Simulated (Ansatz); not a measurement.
# SnH₄Se₂: one species, many methods

One table from this session's results is given with a row withheld; the runs are named, their logs left out.

The runs use Ansatz 0.2.0, Gaussian basis; functionals in def2-TZVPP, the program's frozen cores in correlated methods.

The runs, in order: LDA (SPW92), PBE-D4, revPBE-D4, BLYP-D4, r2SCAN-D4, B97M-V, PBE0-D4, B3LYP-D4, r2SCANh-D4, r2SCAN0-D4, HSE06-D4, BHLYP-D4, CAM-B3LYP-D4, LC-ωPBE, ωB97X-V, ωB97M-V, B2PLYP, PBE-QIDH; CCSD(T)/def2-SVP; CCSD(T)/def2-TZVPP; MP2/def2-QZVPP; extrapolation to the limit; RPA on PBE.

1 further run of the same task is left out (for a known fault of the program).

## Structure used throughout

The geometry comes from an earlier relaxation with PBE0-D4 in a triple-zeta def2 set; it is a stationary point, not always the lowest conformer. Sn takes the def2 core potential; no spin-orbit term is included.

SMILES `[SeH][SnH2][SeH]`, 7 atoms, charge 0, spin multiplicity 1.

Atoms are counted from 1 here; the program's logs count them from 0.

Bond lengths: Se1–Sn2 2.531 Å, Se1–H4 1.469 Å, Sn2–Se3 2.531 Å, Sn2–H5 1.704 Å, Sn2–H6 1.701 Å, Se3–H7 1.469 Å. Angles: Sn2–Se1–H4 91.6°, Se1–Sn2–Se3 112.8°, Se1–Sn2–H5 108.6°, Se1–Sn2–H6 106.4°, Se3–Sn2–H5 109.0°, Se3–Sn2–H6 106.0°, H5–Sn2–H6 114.1°, Sn2–Se3–H7 91.7°.

Set-up of the first run:

Contents of in.yaml:

```yaml
crystal:
  periodic: [false, false, false]
  atoms:
    - {symbol: Se, position_ang: [-2.141588, -0.493210, -0.579724]}
    - {symbol: Sn, position_ang: [-0.085798, 0.460465, 0.546598]}
    - {symbol: Se, position_ang: [1.780143, -1.232778, 0.781984]}
    - {symbol: H, position_ang: [-1.539957, -0.331154, -1.909724]}
    - {symbol: H, position_ang: [0.475914, 1.779170, -0.374673]}
    - {symbol: H, position_ang: [-0.551348, 0.868115, 2.131114]}
    - {symbol: H, position_ang: [2.123934, -1.118708, -0.641377]}
basis:
  gaussian: {orbitals: def2-TZVPP}
hamiltonian: {xc: lda}
output: {orbitals: {seedname: orbitals}}
```

Started as:

```sh
> ansatz run in.yaml --threads 4 --pin off --events-out ev --progress --plain --max-ram 10444MiB
```

Steps of the session up to this table: LDA; PBE-D4 (GGA); revPBE-D4 (GGA); BLYP-D4 (GGA); r2SCAN-D4 (meta-GGA); B97M-V (meta-GGA); B3LYP-D4 (hybrid); r2SCANh-D4 (hybrid); r2SCAN0-D4 (hybrid); HSE06-D4 (hybrid); BHLYP-D4 (hybrid); CAM-B3LYP-D4 (range-separated); LC-ωPBE (range-separated); ωB97X-V (range-separated); ωB97M-V (range-separated); B2PLYP (double hybrid); PBE-QIDH (double hybrid).

One of the session's tables, all rows but one given; the rest of the session is left out.

| functional | HOMO (eV) | LUMO (eV) | gap (eV) |
| --- | --- | --- | --- |
| LDA (SPW92) | -5.96 | -2.38 | 3.59 |
| PBE-D4 | -5.83 | -2.14 | 3.69 |
| revPBE-D4 | -5.78 | -2.06 | 3.72 |
| BLYP-D4 | -5.65 | -2.09 | 3.57 |
| r2SCAN-D4 | -6.10 | -1.95 | 4.16 |
| B97M-V | -6.18 | -1.86 | 4.31 |
| PBE0-D4 | ? | ? | ? |
| B3LYP-D4 | -6.71 | -1.60 | 5.11 |
| r2SCANh-D4 | -6.51 | -1.66 | 4.86 |
| r2SCAN0-D4 | -7.13 | -1.22 | 5.91 |
| HSE06-D4 | -6.56 | -1.69 | 4.87 |
| BHLYP-D4 | -7.90 | -0.46 | 7.44 |
| CAM-B3LYP-D4 | -8.19 | -0.40 | 7.79 |
| LC-ωPBE | -9.54 | 0.73 | 10.27 |
| ωB97X-V | -9.19 | 0.63 | 9.82 |
| ωB97M-V | -9.05 | 0.46 | 9.51 |

Q: Estimate the row for PBE0-D4 from the others.

As computed: HOMO (eV): -6.95; LUMO (eV): -1.32; gap (eV): 5.63. In the column «HOMO (eV)» it lies between r2SCAN0-D4 (-7.13) and B3LYP-D4 (-6.71).

Caveats from the session: All levels share the lack of spin-orbit coupling, which lowers the free heavy atoms and so the true binding.
